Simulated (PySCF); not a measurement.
CNH3, in a box:

```
C N H
1.0
    11.00000    0.00000    0.00000
     0.00000   12.00000    0.00000
     0.00000    0.00000   10.00000
C N H
1 1 3
Cartesian
  5.6889 5.5941 5.0453
  6.2919 6.5789 4.6887
  4.6942 5.5606 5.2872
  6.2276 4.6140 4.9112
  5.7489 7.4002 4.8525
```

The cell isn't the ideal one: atoms moved at random, drawn with an rms of 0.05 Å.

Base run:

- Program: PySCF 2.14.0
- Functional: r2SCAN0
- Dispersion: D3(BJ)
- Potentials or basis: cc-pvdz (all-electron)
- k mesh: 1 × 1 × 1
- Occupations: fixed
- Spin: no spin polarisation

Its results: gap between the frontier levels 8.06 eV.

After a change of settings the same cell gave: gap between the frontier levels 5.51 eV. Which change was it?
A. functional from r2SCAN0 to PBE0; dispersion from D3(BJ) to D3
B. functional from r2SCAN0 to M06-L; dispersion from D3(BJ) to D4
C. functional from r2SCAN0 to BLYP; dispersion from D3(BJ) to D3(OP)
D. functional from r2SCAN0 to PBE; dispersion from D3(BJ) to none

B.

Caveats: this is a molecule in a periodic box at the Γ point, so its band gap is the HOMO-LUMO gap; the basis of atomic orbitals isn't converged, which shifts pressures, moduli and gaps.
